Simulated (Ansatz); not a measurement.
# TiN (rocksalt): how the settings move a single-point run

How sensitive is a single-point run of TiN (rocksalt) to its settings? A reference run comes first, then five runs with altered input.

Method: reference: DFT r2SCAN, scalar-relativistic, plane waves, PAW, in Ansatz 0.2.0.

1 further run of the same task is left out (it didn't finish). Runs told in other sessions of the task aren't counted.

**1. Starting point**

The structure is cubic, space group Fm-3m (No. 225). Conventional cell: a = 4.233 Å, b = 4.233 Å, c = 4.233 Å, α = 90.00°, β = 90.00°, γ = 90.00°. Ti (site symmetry m-3m) is surrounded by 6 N at 2.12 Å. N (site symmetry m-3m) has 6 Ti at 2.12 Å in its first shell of neighbours.

Coordinates:

```
CELL_PARAMETERS angstrom
0.00000 2.11626 2.11626
2.11626 0.00000 2.11626
2.11626 2.11626 0.00000
ATOMIC_POSITIONS crystal
Ti 0.50000 0.50000 0.50000
N 0.00000 0.00000 0.00000
```

**2. Baseline**

input.yaml

```yaml
crystal:
  lattice:
    - [0.0, 2.116257385, 2.116257385]
    - [2.116257385, 0.0, 2.116257385]
    - [2.116257385, 2.116257385, 0.0]
  atoms:
    - { symbol: Ti, position: [0.5, 0.5, 0.5], spin: 0.05 }
    - { symbol: "N", position: [0.0, 0.0, 0.0] }
basis:
  ecutwfc: 500
  ecutrho_ratio: 4
kpoints:
  mp_grid: { grid: [14, 14, 14] }
hamiltonian:
  xc: r2scan
scf:
  occupations: { method: gaussian, width: 0.05 }
output:
  forces: true
  stress: true
  eigenvalues: true
  populations: true
magnetization:
  spin_polarized: true
```

Run with:

```console
$ ansatz run input.yaml --threads 2 --pin off --max-ram 2662MiB --backend cpu --events-out ev --progress --plain --runs-dir out
```

**3. Changed: same input**

Changes to input.yaml since step 2:

```diff
@@ -6,3 +6,3 @@
   atoms:
-    - { symbol: Ti, position: [0.5, 0.5, 0.5], spin: 0.05 }
+    - { symbol: Ti, position: [0.5, 0.5, 0.5], spin: 1.0 }
     - { symbol: "N", position: [0.0, 0.0, 0.0] }
@@ -20,4 +20,6 @@
   stress: true
-  eigenvalues: true
-  populations: true
+  write_density: true
+  write_potential: true
+  elf: true
+  volumetric_format: npy
 magnetization:
```

**4. Variant: starting moments, xc revpbe, dispersion d3bj, spin_polarized left out**

input.yaml

```yaml
crystal:
  lattice:
    - [0.0, 2.116257385, 2.116257385]
    - [2.116257385, 0.0, 2.116257385]
    - [2.116257385, 2.116257385, 0.0]
  atoms:
    - { symbol: Ti, position: [0.5, 0.5, 0.5] }
    - { symbol: "N", position: [0.0, 0.0, 0.0] }
basis:
  ecutwfc: 500
  ecutrho_ratio: 4
kpoints:
  mp_grid: { grid: [14, 14, 14] }
hamiltonian:
  xc: revpbe
  dispersion: d3bj
scf:
  occupations: { method: gaussian, width: 0.05 }
output:
  forces: true
  stress: true
```

**5. Variant: occupations.method methfessel_paxton, occupations.width 0.025**

input.yaml

```yaml
crystal:
  lattice:
    - [0.0, 2.116257385, 2.116257385]
    - [2.116257385, 0.0, 2.116257385]
    - [2.116257385, 2.116257385, 0.0]
  atoms:
    - { symbol: Ti, position: [0.5, 0.5, 0.5], spin: 1.0 }
    - { symbol: "N", position: [0.0, 0.0, 0.0] }
basis:
  ecutwfc: 500
  ecutrho_ratio: 4
kpoints:
  mp_grid: { grid: [14, 14, 14] }
hamiltonian:
  xc: r2scan
scf:
  occupations: { method: methfessel_paxton, width: 0.025 }
output:
  forces: true
  stress: true
magnetization:
  spin_polarized: true
```

**6. Changing settings: mp_grid.grid [11, 11, 11]**

input.yaml

```yaml
crystal:
  lattice:
    - [0.0, 2.116257385, 2.116257385]
    - [2.116257385, 0.0, 2.116257385]
    - [2.116257385, 2.116257385, 0.0]
  atoms:
    - { symbol: Ti, position: [0.5, 0.5, 0.5], spin: 1.0 }
    - { symbol: "N", position: [0.0, 0.0, 0.0] }
basis:
  ecutwfc: 500
  ecutrho_ratio: 4
kpoints:
  mp_grid: { grid: [11, 11, 11] }
hamiltonian:
  xc: r2scan
scf:
  occupations: { method: gaussian, width: 0.05 }
output:
  forces: true
  stress: true
magnetization:
  spin_polarized: true
```

**7. Variant: occupations.width 0.005**

input.yaml

```yaml
crystal:
  lattice:
    - [0.0, 2.116257385, 2.116257385]
    - [2.116257385, 0.0, 2.116257385]
    - [2.116257385, 2.116257385, 0.0]
  atoms:
    - { symbol: Ti, position: [0.5, 0.5, 0.5], spin: 1.0 }
    - { symbol: "N", position: [0.0, 0.0, 0.0] }
basis:
  ecutwfc: 500
  ecutrho_ratio: 4
kpoints:
  mp_grid: { grid: [14, 14, 14] }
hamiltonian:
  xc: r2scan
scf:
  occupations: { method: gaussian, width: 0.005 }
output:
  forces: true
  stress: true
magnetization:
  spin_polarized: true
```

Q: Predict the outcome of this session. Wanted: for each run, ending; energy change; pressure; gap; abs. moment; force.

As calculated:

| run | ending | energy change | pressure (GPa) | gap (eV) | abs. moment (μB) | force (eV/Å) | cycles | time |
| --- | --- | --- | --- | --- | --- | --- | --- | --- |
| reference | converged | 0 | 0.0 | 0.00 | 0.00 | 0.00 | 14 | 8.2 s |
| 1: same input | converged | 0.0 meV/atom | 0.0 | 0.00 | 0.00 | 0.00 | 15 | 9 s |
| 2: starting moments, xc revpbe, dispersion d3bj, spin_polarized left out | converged | not comparable | -9.4 | 0.00 | 0.00 | 0.00 | 6 | 1.3 s |
| 3: occupations.method methfessel_paxton, occupations.width 0.025 | converged | +0.1 meV/atom (σ→0) | 0.0 | 0.00 | 0.04 | 0.00 | 20 | 11 s |
| 4: mp_grid.grid [11, 11, 11] | converged | +3.1 meV/atom | 0.1 | 0.00 | 0.07 | 0.00 | 25 | 7.2 s |
| 5: occupations.width 0.005 | converged | 0.0 meV/atom (σ→0) | 0.0 | 0.00 | 0.05 | 0.00 | 15 | 7.1 s |

Times don't compare one to one where runs were asked for different outputs or read a saved state (see the inputs); cycles may leave out searches for a lower state.

Residual by cycle in the longest SCF loop of each run; runs are numbered as in the table. The quantity is the density residual dr2, in eV.

| cycle | reference | run 1 | run 2 | run 3 | run 4 | run 5 |
| --- | --- | --- | --- | --- | --- | --- |
| 1 | 2.14 | 2.09 | 6.0e-4 | 2.09 | 2.08 | 2.1 |
| 3 | 0.0544 | 0.0427 | 5.3e-7 | 0.0537 | 0.0432 | 0.0425 |
| 5 | 0.012 | 8.4e-4 | 7.9e-10 | 0.0116 | 9.0e-4 | 4.9e-4 |
| 8 | 7.2e-6 | 7.2e-6 | - | 1.5e-4 | 2.2e-5 | 6.3e-6 |
| 10 | 5.7e-8 | 6.5e-8 | - | 1.5e-5 | 8.3e-7 | 2.1e-7 |
| 12 | 8.8e-10 | 8.7e-10 | - | 3.0e-7 | 7.2e-6 | 2.2e-9 |
| 14 | 2.6e-11 | 2.6e-11 | - | 9.6e-9 | 4.9e-7 | 2.9e-11 |
| 16 | - | - | - | 8.1e-10 | 5.2e-8 | - |
| 18 | - | - | - | 2.7e-11 | 8.8e-9 | - |
| 21 | - | - | - | - | 5.3e-11 | - |
| 23 | - | - | - | - | 4.3e-12 | - |
| 25 | - | - | - | - | 1.0e-12 | - |

The table holds what each change does; none stands out.
